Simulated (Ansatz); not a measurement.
# Cl2F2H3NSi2: a ladder of functionals and wavefunction methods

The task here is to estimate one member of a computed series from the others.

Computed with Ansatz 0.2.0, Gaussian basis. Level: functionals in def2-TZVPP, the program's frozen cores in correlated methods.

Plan: LDA (SPW92), PBE-D4, revPBE-D4, BLYP-D4, r2SCAN-D4, B97M-V, PBE0-D4, B3LYP-D4, r2SCANh-D4, r2SCAN0-D4, HSE06-D4, BHLYP-D4, CAM-B3LYP-D4, LC-ωPBE, ωB97X-V, ωB97M-V, B2PLYP, PBE-QIDH; CCSD(T)/def2-SVP; CCSD(T)/def2-TZVPP; MP2/def2-QZVPP; extrapolation to the limit; RPA on PBE.

## The relaxed structure

The geometry comes from an earlier relaxation with PBE0-D4 in a triple-zeta def2 set; it is a stationary point, not always the lowest conformer.

10 atoms, charge 0, spin multiplicity 1.

Atoms are counted from 1 here; the program's logs count them from 0.

Bond lengths: F1–Si2 1.596 Å, Si2–N3 1.722 Å, Si2–H8 1.478 Å, Si2–H9 1.475 Å, N3–Si4 1.694 Å, N3–H10 1.011 Å, Si4–F5 1.580 Å, Si4–Cl6 2.028 Å, Si4–Cl7 2.025 Å. Angles: F1–Si2–N3 111.3°, F1–Si2–H8 106.8°, F1–Si2–H9 107.6°, N3–Si2–H8 108.1°, N3–Si2–H9 109.0°, H8–Si2–H9 114.1°, Si2–N3–Si4 129.2°, Si2–N3–H10 115.6°, Si4–N3–H10 115.2°, N3–Si4–F5 107.3°, N3–Si4–Cl6 113.2°, N3–Si4–Cl7 111.4°, F5–Si4–Cl6 107.3°, F5–Si4–Cl7 109.4°, Cl6–Si4–Cl7 108.0°.

The first run:

File in.yaml:

```yaml
crystal:
  periodic: [false, false, false]
  atoms:
    - {symbol: F, position_ang: [-1.301748, -2.084038, 0.893060]}
    - {symbol: Si, position_ang: [-0.462301, -0.795310, 1.318150]}
    - {symbol: N, position_ang: [0.559220, -0.262187, 0.038034]}
    - {symbol: Si, position_ang: [0.232594, 0.846865, -1.199709]}
    - {symbol: F, position_ang: [-1.325322, 1.107760, -1.198484]}
    - {symbol: Cl, position_ang: [1.145487, 2.636844, -0.928388]}
    - {symbol: Cl, position_ang: [0.792844, 0.124998, -3.006993]}
    - {symbol: H, position_ang: [0.396191, -1.200245, 2.451136]}
    - {symbol: H, position_ang: [-1.423555, 0.275050, 1.642077]}
    - {symbol: H, position_ang: [1.469589, -0.700838, -0.005883]}
basis:
  gaussian: {orbitals: def2-TZVPP}
hamiltonian: {xc: lda}
output: {orbitals: {seedname: orbitals}}
```

On the command line:

```sh
> ansatz run in.yaml --threads 2 --pin off --events-out ev --progress --plain --max-ram 32768MiB --backend cpu
```

Steps of the session up to this table: LDA; PBE-D4 (GGA); revPBE-D4 (GGA); BLYP-D4 (GGA); r2SCAN-D4 (meta-GGA); B97M-V (meta-GGA); B3LYP-D4 (hybrid); r2SCANh-D4 (hybrid); r2SCAN0-D4 (hybrid); HSE06-D4 (hybrid); BHLYP-D4 (hybrid); CAM-B3LYP-D4 (range-separated); LC-ωPBE (range-separated); ωB97X-V (range-separated); ωB97M-V (range-separated); B2PLYP (double hybrid); PBE-QIDH (double hybrid).

One table of the session follows, with a row left open; its other results are not shown here.

It belongs to the step «Orbital energies across the functionals». 

| functional | HOMO (eV) | gap (eV) |
| --- | --- | --- |
| LDA (SPW92) | -7.63 | 6.52 |
| PBE-D4 | -7.44 | 6.60 |
| revPBE-D4 | ? | ? |
| BLYP-D4 | -7.27 | 6.53 |
| r2SCAN-D4 | -7.78 | 7.42 |
| B97M-V | -7.88 | 7.33 |
| PBE0-D4 | -8.89 | 8.98 |
| B3LYP-D4 | -8.60 | 8.42 |
| r2SCANh-D4 | -8.32 | 8.26 |
| r2SCAN0-D4 | -9.13 | 9.52 |
| HSE06-D4 | -8.48 | 8.20 |
| BHLYP-D4 | -10.20 | 11.12 |
| CAM-B3LYP-D4 | -10.27 | 11.30 |
| LC-ωPBE | -11.71 | 14.03 |
| ωB97X-V | -11.31 | 13.43 |
| ωB97M-V | -11.19 | 12.91 |

Estimate the missing values for revPBE-D4.

As computed: HOMO (eV): -7.37; gap (eV): 6.65. In the column «HOMO (eV)» it lies between PBE-D4 (-7.44) and BLYP-D4 (-7.27).
